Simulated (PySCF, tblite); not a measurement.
# C₆H₄O₃: geometry, infrared bands and NMR shifts

What infrared bands and NMR shifts should C₆H₄O₃ (`C#CC(=O)C(=C)C(=O)O`) show?

The runs use tblite 0.8.0 and PySCF 2.14.0, with density-fitted response routines of our own; the level of theory stands in each step. All values are computed, except where a source is named. Atoms count from 0, in the outputs and in this text.

## Step 1: The starting structure

13 atoms, charge 0, multiplicity 1; geometry from: force field or distance geometry start.

Bonds of the start (Å): C0–C1 1.21, C1–C2 1.45, C2–O3 1.21, C2–C4 1.50, C4–C5 1.34, C4–C6 1.48, C6–O7 1.21, C6–O8 1.34, C0–H9 1.06, C5–H10 1.09, C5–H11 1.08, O8–H12 0.98.

## Step 2: Relaxing the molecule with GFN2-xTB

Job settings and geometry (Å):

```
{"job": {"kind": "relax", "xc": "GFN2-xTB", "basis": "xTB"}, "charge": 0, "multiplicity": 1}
C      2.591800     1.276200     0.130400
C      1.746900     0.423800     0.238300
C      0.766100    -0.628500     0.409900
O      1.072500    -1.601800     1.061500
C     -0.611700    -0.486200    -0.159300
C     -1.603300    -1.258700     0.318200
C     -0.957500     0.457600    -1.248100
O     -2.053200     0.938600    -1.449100
O      0.073900     0.709500    -2.067000
H      3.323400     2.033200     0.034500
H     -1.420800    -1.978900     1.113900
H     -2.617900    -1.198000    -0.058000
H     -0.314700     1.313800    -2.735800
```

Launch:

```bash
$ OMP_NUM_THREADS=1 python probes_run.py task.json out
```

One launch serves the whole session: the jobs run in the order shown.

**Question.** This job is followed by: GFN2-xTB harmonic vibrations, gas phase; GIAO PBE0/pcSseg-1 NMR shielding, non-relativistic, gas phase. Predict these results of the whole session: strongest single infrared mode (GFN2-xTB); zero-point energy (GFN2-xTB); 13C shifts against TMS (PBE0/pcSseg-1); 1H shifts against TMS (PBE0/pcSseg-1); 17O shifts against H2O (PBE0/pcSseg-1).

The runs gave:

```
                                 quantity                                       value
strongest single infrared mode (GFN2-xTB)                       1773 cm⁻¹, 389 km/mol
             zero-point energy (GFN2-xTB)                               51.7 kcal/mol
   13C shifts against TMS (PBE0/pcSseg-1)  178.0, 170.4, 148.5, 148.1, 93.3, 85.8 ppm
    1H shifts against TMS (PBE0/pcSseg-1)                  7.09, 7.05, 6.56, 3.03 ppm
   17O shifts against H2O (PBE0/pcSseg-1)                     671.7, 435.9, 216.3 ppm
```

What this shows: Over 71 steps the energy fell by 0.104 eV; of the close pairs, C1–C2 changed most, 1.449 to 1.437 Å. No mode is imaginary among the 33: a minimum at this level. The strongest single mode, at 1773 cm⁻¹, moves mainly C6 and O7. Unscaled tight-binding wavenumbers are off by several per cent, some by more. Its intensities can rank the bands wrongly. At PBE0/pcSseg-1: The widest tensor belongs to O3: span 1305 ppm, with a paramagnetic part of -732 ppm.
